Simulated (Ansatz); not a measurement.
This script for the Ansatz DFT code, driven from Python starts 5 runs on CaGdS2, space group P4/mmm. What input does the engine get in each?

Script `kconv_cagds2.py`:
```python
# -*- coding: utf-8 -*-
import ansatz as az
import pandas as pd

FUNCTIONAL = "LDA"
SMEARING = "fermi_dirac"
SCF_TOL = 1e-10

cell = (
    az.Lattice.of([3.97746, 0.0, 0.0], [0.0, 3.97746, 0.0], [0.0, 0.0, 5.64724])
    .atom("Ca", [0.0, 0.0, 0.0])
    .atom("Gd", [0.5, 0.5, 0.5])
    .atom("S", [0.0, 0.0, 0.5])
    .atom("S", [0.5, 0.5, 0.0])
    .moments(Gd=4.9)
)

model = (
    cell.calculation()
    .functional(FUNCTIONAL)
    .pseudopotentials("paw")
    .basis(18 * az.Ha)
    .occupations(SMEARING)
    .spin(az.SpinTreatment.COLLINEAR)
    .hubbard("Gd", "f", u_eff=6.0)
    .scf(tolerance=SCF_TOL)
    .forces()
    .stress()
)

rows = []
for value in [0.9, 0.7, 0.55, 0.45, 0.35]:
    r = model.kpoints(spacing=value).run().report
    rows.append((value, r["free_energy_ev"] / len(r["lattice"]["sites"]), r["n_iterations"], sum(r["stress_gpa"][i][i] for i in range(3)) / 3, max(abs(f) for row in r["forces_ev_ang"] for f in row), r["magnetization_mub"], r["n_kpoints"]))

table = pd.DataFrame(rows, columns=["spacing (1/A)", "F/atom (eV)", "iterations", "P (GPa)", "max component (eV/A)", "moment (muB)", "k-points"])
print(table.round(5).to_string(index=False))

for row in rows[:-1]:
    shift = 1000 * (row[1] - rows[-1][1])
    print(f"{row[0]}: {shift:+.2f} meV/atom" + ("  (within 2 meV)" if abs(shift) < 2 else ""))
```

Run 1:
```yaml
crystal:
  lattice:
    - [3.97746, 0.0, 0.0]
    - [0.0, 3.97746, 0.0]
    - [0.0, 0.0, 5.64724]
  atoms:
    - { symbol: Ca, position: [0.0, 0.0, 0.0] }
    - { symbol: Gd, position: [0.5, 0.5, 0.5] }
    - { symbol: S, position: [0.0, 0.0, 0.5] }
    - { symbol: S, position: [0.5, 0.5, 0.0] }
basis:
  ecutwfc: 489.804952427784
kpoints:
  mp_grid:
    kspacing: 0.9
hamiltonian:
  xc: lda
  pseudopotentials:
    kind: paw
  hubbard:
    - { species: Gd, l: f, u_eff: 6.0 }
magnetization:
  spin_polarized: true
  per_species:
    Gd: 4.9
scf:
  convergence:
    dr2_threshold: 1.0e-10
  occupations:
    method: fermi_dirac
output:
  forces: true
  stress: true
```

Run 2, against run 1:
```diff
-    kspacing: 0.9
+    kspacing: 0.7
```

Run 3, against run 1:
```diff
-    kspacing: 0.9
+    kspacing: 0.55
```

Run 4, against run 1:
```diff
-    kspacing: 0.9
+    kspacing: 0.45
```

Run 5, against run 1:
```diff
-    kspacing: 0.9
+    kspacing: 0.35
```

```console
$ python kconv_cagds2.py
DeckWarning: where an SCF of this run starts from atoms to list the orders of its open shells, Gd (site 1, from 0) starts with 6.64 μB on its 4f shell, in the place of the 4.90 μB that the deck gives [...]
 spacing (1/A)  F/atom (eV)  iterations  P (GPa)  max component (eV/A)  moment (muB)  k-points
          0.90  -3161.81632          13 -5.12190                   0.0       7.00036         6
          0.70  -3161.78680          13 -5.27999                   0.0       7.13281         6
          0.55  -3161.76250          13 -4.98681                   0.0       7.26936         6
          0.45  -3161.77111          12 -5.06111                   0.0       7.27596        12
          0.35  -3161.78032          13 -5.28590                   0.0       7.13137        18
0.9: -35.99 meV/atom
0.7: -6.47 meV/atom
0.55: +17.82 meV/atom
0.45: +9.22 meV/atom
```
(Warnings from the package without file and line, shortened.)

Notes:
- Open f shells: with a Hubbard U, without spin-orbit coupling; the state reached hangs on the start and needn't be the lowest.
- The overall sign of a collinear moment is arbitrary, and semilocal functionals can give small moments to compounds that are paramagnetic.
- Forces vanish by symmetry here and test nothing.
- Pressure is positive in compression.
- At these settings the cell as given stands under about -5 GPa, so it isn't at this functional's equilibrium volume.
- The structure comes from a database of computed cells and needn't be a stable or known phase.
- Shifts are counted from the finest mesh, which is itself no proven limit.
- Timing: 40 s on 1 thread of Arm Neoverse V1, with other jobs on the host, peak memory 0.61 GiB.
